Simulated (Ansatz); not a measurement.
**CH5B2FO: up Jacob's ladder to CCSD(T)**

How much do the methods differ for CH5B2FO? The plan is to run it at one geometry with functionals of several rungs and with coupled cluster, and see how far each lands from CCSD(T) at the basis-set limit for the atomisation energy.

Method: functionals in def2-TZVPP, the program's frozen cores in correlated methods; program: Ansatz 0.2.0, Gaussian basis.

The runs, in order: LDA (SPW92), PBE-D4, revPBE-D4, BLYP-D4, r2SCAN-D4, B97M-V, PBE0-D4, B3LYP-D4, r2SCANh-D4, r2SCAN0-D4, HSE06-D4, BHLYP-D4, CAM-B3LYP-D4, LC-ωPBE, ωB97X-V, ωB97M-V, B2PLYP, PBE-QIDH; CCSD(T)/def2-SVP; CCSD(T)/def2-TZVPP; MP2/def2-QZVPP; extrapolation to the limit; RPA on PBE.

**1. The geometry**

An earlier PBE0-D4 in a triple-zeta def2 set relaxation fixed the geometry.

10 atoms, charge 0, spin multiplicity 1.

Atoms are counted from 1 here; the program's logs count them from 0.

Bond lengths: B1–C2 1.544 Å, B1–H6 1.200 Å, B1–H7 1.196 Å, C2–B3 1.583 Å, C2–H8 1.090 Å, C2–H9 1.097 Å, B3–O4 1.352 Å, B3–F5 1.328 Å, O4–H10 0.959 Å. Angles: C2–B1–H6 119.9°, C2–B1–H7 121.7°, H6–B1–H7 118.3°, B1–C2–B3 106.5°, B1–C2–H8 114.3°, B1–C2–H9 110.7°, B3–C2–H8 108.6°, B3–C2–H9 105.6°, H8–C2–H9 110.6°, C2–B3–O4 124.5°, C2–B3–F5 119.7°, O4–B3–F5 115.8°, B3–O4–H10 113.7°.

**2. LDA**

This LDA is Slater exchange with PW92 correlation.

in.yaml

```yaml
crystal:
  periodic: [false, false, false]
  atoms:
    - {symbol: B, position_ang: [-1.280416, 0.429971, -0.359832]}
    - {symbol: C, position_ang: [-0.049317, -0.451635, -0.663306]}
    - {symbol: B, position_ang: [1.127189, 0.089329, 0.247315]}
    - {symbol: O, position_ang: [1.178927, -0.044194, 1.592030]}
    - {symbol: F, position_ang: [2.145759, 0.735013, -0.307933]}
    - {symbol: H, position_ang: [-1.918600, 0.244164, 0.639662]}
    - {symbol: H, position_ang: [-1.588257, 1.343518, -1.067828]}
    - {symbol: H, position_ang: [0.275980, -0.425225, -1.703696]}
    - {symbol: H, position_ang: [-0.222327, -1.484644, -0.338334]}
    - {symbol: H, position_ang: [0.414162, -0.487497, 1.964823]}
basis:
  gaussian: {orbitals: def2-TZVPP}
hamiltonian: {xc: lda}
output: {orbitals: {seedname: orbitals}}
```

The run is started by

```bash
$ ansatz run in.yaml --threads 2 --pin off --events-out ev --progress --plain --max-ram 4352MiB
```

After this run come: PBE-D4 (GGA); revPBE-D4 (GGA); BLYP-D4 (GGA); r2SCAN-D4 (meta-GGA); B97M-V (meta-GGA); B3LYP-D4 (hybrid); r2SCANh-D4 (hybrid); r2SCAN0-D4 (hybrid); HSE06-D4 (hybrid); BHLYP-D4 (hybrid); CAM-B3LYP-D4 (range-separated); LC-ωPBE (range-separated); ωB97X-V (range-separated); ωB97M-V (range-separated); B2PLYP (double hybrid); PBE-QIDH (double hybrid); CCSD(T) in def2-SVP; CCSD(T) in def2-TZVPP; MP2 in def2-QZVPP; RPA on PBE orbitals.

Before running them: what should the planned runs give, taken together? Wanted: atomisation energy, CCSD(T)/CBS; farthest beyond LDA; mean size of error, GGA; mean size of error, meta-GGA; mean size of error, hybrid; mean size of error, range-separated; mean size of error, double hybrid; gap, smallest and largest; T1 diagnostic.

**Answer**, as computed:

| quantity | value |
| --- | --- |
| atomisation energy, CCSD(T)/CBS | 4078.7 kJ/mol |
| functionals within 20.4 kJ/mol (0.5 %) | revPBE-D4, BLYP-D4, B3LYP-D4, r2SCANh-D4, r2SCAN0-D4, ωB97X-V, B2PLYP, PBE-QIDH |
| farthest beyond LDA | PBE-D4 (+94.8 kJ/mol) |
| mean size of error, GGA | 39.8 kJ/mol |
| mean size of error, meta-GGA | 39.6 kJ/mol |
| mean size of error, hybrid | 33.1 kJ/mol |
| mean size of error, range-separated | 29.9 kJ/mol |
| mean size of error, double hybrid | 8.2 kJ/mol |
| gap, smallest and largest | 4.92 eV (LDA (SPW92)), 12.78 eV (LC-ωPBE) |
| T1 diagnostic | 0.0126 |
| triples share of the correlation energy | 3.3 % |

LDA overbinds by 588.8 kJ/mol (14 %). PBE-D4 misses by +94.8 kJ/mol. Double hybrids carry the basis error of their MP2 part in triple zeta, and no dispersion term here, so their miss is partly the set-up's. By mean error the best rung here is double hybrid (8.2 kJ/mol) and the worst beyond LDA is GGA (39.8 kJ/mol). The reference freezes the cores and leaves out relativity and excitations past (T), so misses under about 20.4 kJ/mol can't be ranked. Hartree-Fock recovers 77 % of the binding; the rest is correlation. CCSD(T) in def2-SVP is off by -157.5 kJ/mol, so the small basis spoils what the method gains. Orbital gaps span 4.9 to 12.8 eV; exact exchange widens them.
